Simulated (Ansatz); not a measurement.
GeH₆OSi, SMILES [OH][GeH2][SiH3], a ladder of methods at one geometry

Computed with the Python package of Ansatz (0.2.0).

`geh6osi.py`
```python
"""One geometry of GeH6OSi, method by method."""

import ansatz as az

BASIS_SET = "def2-SVP"

GEOMETRY = """
O    -1.65990    0.95100   -0.79770
Ge    0.04250    0.89110   -0.47730
Si    0.44450   -0.96990    0.80830
H    -1.83770    0.18520   -1.32740
H     0.82360    0.77440   -1.83170
H     0.50290    2.18200    0.28070
H     1.94680   -1.05380    1.09750
H     0.07850   -2.16030    0.09690
H    -0.25280   -0.84600    2.13370
"""

molecule = az.Crystal.molecule()
for line in GEOMETRY.strip().splitlines():
    symbol, *xyz = line.split()
    molecule = molecule.atom(symbol, [float(v) for v in xyz])

calculation = molecule.calculation().basis(gaussian=BASIS_SET)

methods = ["mp2", "ccsd", "ccsd_t"]
reports = [calculation.correlation(m).run(threads=1, backend="cpu").report for m in methods]
print(f"Hartree-Fock reference {reports[0]['reference_energy_ev'] / 27.211386246:.6f} Ha")
best = reports[-1]["free_energy_ev"] - reports[-1]["reference_energy_ev"]
for method, each in zip(methods, reports):
    gained = each["free_energy_ev"] - each["reference_energy_ev"]
    print(f"{method:8s} total {each['free_energy_ev'] / 27.211386246:.6f} Ha  correlation {gained:9.4f} eV  ({100 * gained / best:.1f} % of the last)")
```

Running `python geh6osi.py` prints:
```text
Hartree-Fock reference -2442.237535 Ha
mp2      total -2442.765364 Ha  correlation  -14.3630 eV  (91.5 % of the last)
ccsd     total -2442.800253 Ha  correlation  -15.3123 eV  (97.6 % of the last)
ccsd_t   total -2442.814102 Ha  correlation  -15.6892 eV  (100.0 % of the last)
```

What to keep in mind:
- Total energies depend on the basis set; only differences at equal settings carry meaning.
- The geometry is a force-field or estimated start, not a minimum of this method, and the basis set is short of its limit. A lower total doesn't mark the better method: functionals have no common bound, and MP2 and coupled cluster aren't variational.
- Inner cores stay frozen; a filled d shell under the valence of the heavier atoms is correlated with it.
- Run time: 14 s on 1 thread of Arm Neoverse V2, on a shared host, peak memory 0.38 GiB.
